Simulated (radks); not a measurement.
# Ag in [Ar] 3d10 4s2 4p5 4d10 5s1 6s1: an all-electron calculation

Wanted: eigenvalues, radial structure and energy terms of neutral silver.

The numbers are computed with radks (a radial shooting solver on a logarithmic mesh, Libxc functionals) version 1 (scalar-relativistic Kohn-Sham, r2SCAN, spin-polarised, spherical densities, finite nucleus; open shells are filled with parallel spins first), except any that are marked as measured or tabulated.

## (1) The system

- element: silver (Z = 47)
- charge: 0
- electrons: 47
- configuration: [Ar] 3d10 4s2 4p5 4d10 5s1 6s1
- nuclear rms radius: 4.5454 fm

Outer shells as boxes (Hund's rule):

Ag
```
[Ar] core
3d [↑↓][↑↓][↑↓][↑↓][↑↓]
4s [↑↓]
4p [↑↓][↑↓][↑ ]
4d [↑↓][↑↓][↑↓][↑↓][↑↓]
5s [↑ ]
6s [↑ ]
```

## (2) The run

Settings of this run:

```text
Z 47
configuration [Ar] 3d10 4s2 4p5 4d10 5s1 6s1 5p0 5d0 7s0
relativity scalar-relativistic
functional r2scan,r2scan
spin polarised
nucleus finite rms 4.5454 fm
c 137.035999084
```

**Question.** What will this run give?

**Answer**, as computed:

```
                        quantity                   value
                    total energy     -5314.32308 hartree
exchange-correlation share of it                  2.81 %
                            −T/E                  1.0389
          highest occupied level        6s up, -1.623 eV
    most extended occupied level  6s up, <r> = 8.10 bohr
 radius at density 0.001 e/bohr³               3.92 bohr
    maxima of the radial density                       5
```

**Reading.** 6 principal shells are occupied and 5 maxima appear in the radial density; where shells overlap, one shows as a shoulder or not at all. −T/E is 1.039: with relativity the kinetic term as defined here no longer equals −E. This is not the tabulated ground configuration, so its levels and sizes aren't those of the ground state, and no measured value stands beside it.
